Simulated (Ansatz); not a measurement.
# C3H8AlF: up Jacob's ladder to CCSD(T)

The task here is to estimate one member of a computed series from the others.

Method: functionals in def2-TZVPP, the program's frozen cores in correlated methods; program: Ansatz 0.2.0, Gaussian basis.

Levels to be run: LDA (SPW92), PBE-D4, revPBE-D4, BLYP-D4, r2SCAN-D4, B97M-V, PBE0-D4, B3LYP-D4, r2SCANh-D4, r2SCAN0-D4, HSE06-D4, BHLYP-D4, CAM-B3LYP-D4, LC-ωPBE, ωB97X-V, ωB97M-V, B2PLYP, PBE-QIDH; CCSD(T)/def2-SVP; CCSD(T)/def2-TZVPP; MP2/def2-QZVPP; extrapolation to the limit; RPA on PBE.

### The relaxed structure

The geometry comes from an earlier relaxation with PBE0-D4 in a triple-zeta def2 set; it is a stationary point, not always the lowest conformer.

SMILES `C[CH2][Al]([CH3])[F]`, 13 atoms, charge 0, spin multiplicity 1.

Atoms are counted from 1 here; the program's logs count them from 0.

Bond lengths: C1–C2 1.529 Å, C1–H6 1.094 Å, C1–H7 1.094 Å, C1–H8 1.094 Å, C2–Al3 1.952 Å, C2–H9 1.098 Å, C2–H10 1.098 Å, Al3–C4 1.944 Å, Al3–F5 1.659 Å, C4–H11 1.092 Å, C4–H12 1.095 Å, C4–H13 1.095 Å. Angles: C2–C1–H6 112.1°, C2–C1–H7 111.8°, C2–C1–H8 111.8°, H6–C1–H7 107.0°, H6–C1–H8 107.0°, H7–C1–H8 106.7°, C1–C2–Al3 115.5°, C1–C2–H9 110.4°, C1–C2–H10 110.4°, Al3–C2–H9 107.9°, Al3–C2–H10 107.8°, H9–C2–H10 104.3°, C2–Al3–C4 125.5°, C2–Al3–F5 116.7°, C4–Al3–F5 117.8°, Al3–C4–H11 112.4°, Al3–C4–H12 110.9°, Al3–C4–H13 111.1° and more.

As a file:

```xyz
13

C    -1.3270    0.8905    0.8114
C    -0.2705    1.3280   -0.2034
Al    0.9658   -0.0673   -0.7827
C     0.9578   -1.9104   -0.1651
F     2.1128    0.3694   -1.8989
H    -1.9883    1.7135    1.0984
H    -0.8739    0.5079    1.7303
H    -1.9617    0.0914    0.4183
H    -0.7494    1.7462   -1.0980
H     0.3245    2.1582    0.1983
H     1.7742   -2.4956   -0.5936
H     0.0164   -2.4058   -0.4257
H     1.0399   -1.9610    0.9255
```

The first run:

Contents of in.yaml:

```yaml
crystal:
  periodic: [false, false, false]
  atoms:
    - {symbol: C, position_ang: [-1.326986, 0.890505, 0.811409]}
    - {symbol: C, position_ang: [-0.270462, 1.327962, -0.203415]}
    - {symbol: Al, position_ang: [0.965766, -0.067259, -0.782706]}
    - {symbol: C, position_ang: [0.957784, -1.910356, -0.165145]}
    - {symbol: F, position_ang: [2.112758, 0.369350, -1.898902]}
    - {symbol: H, position_ang: [-1.988262, 1.713461, 1.098431]}
    - {symbol: H, position_ang: [-0.873902, 0.507856, 1.730278]}
    - {symbol: H, position_ang: [-1.961746, 0.091396, 0.418259]}
    - {symbol: H, position_ang: [-0.749431, 1.746203, -1.098009]}
    - {symbol: H, position_ang: [0.324549, 2.158240, 0.198330]}
    - {symbol: H, position_ang: [1.774152, -2.495594, -0.593551]}
    - {symbol: H, position_ang: [0.016376, -2.405773, -0.425685]}
    - {symbol: H, position_ang: [1.039905, -1.960991, 0.925505]}
basis:
  gaussian: {orbitals: def2-TZVPP}
hamiltonian: {xc: lda}
output: {orbitals: {seedname: orbitals}}
```

Among the steps run: LDA; PBE-D4 (GGA); revPBE-D4 (GGA); BLYP-D4 (GGA); r2SCAN-D4 (meta-GGA); B97M-V (meta-GGA); PBE0-D4 (hybrid); B3LYP-D4 (hybrid); r2SCANh-D4 (hybrid); r2SCAN0-D4 (hybrid); HSE06-D4 (hybrid); BHLYP-D4 (hybrid); CAM-B3LYP-D4 (range-separated); LC-ωPBE-D4 (range-separated; the results give it without D4); ωB97X-V (range-separated); ωB97M-V (range-separated); B2PLYP (double hybrid); PBE-QIDH (double hybrid).

One table of the session follows, with a row left open; its other results are not shown here.

It belongs to the step «Frontier levels by functional». 

```
  functional  HOMO (eV)  gap (eV)
 LDA (SPW92)      -6.37      5.05
      PBE-D4      -6.25      5.17
   revPBE-D4      -6.19      5.24
     BLYP-D4      -6.14      5.14
   r2SCAN-D4      -6.49      5.79
      B97M-V      -6.57      5.68
     PBE0-D4      -7.52      7.23
    B3LYP-D4      -7.32      6.78
  r2SCANh-D4      -6.97      6.52
  r2SCAN0-D4      -7.68      7.61
    HSE06-D4      -7.11      6.46
    BHLYP-D4      -8.71      9.14
CAM-B3LYP-D4          ?         ?
     LC-ωPBE     -10.24     12.00
     ωB97X-V      -9.88     11.47
     ωB97M-V      -9.73     10.96
```

Estimate the missing values for CAM-B3LYP-D4.

As computed: HOMO (eV): -8.89; gap (eV): 9.48. In the column «HOMO (eV)» it lies between ωB97M-V (-9.73) and BHLYP-D4 (-8.71).
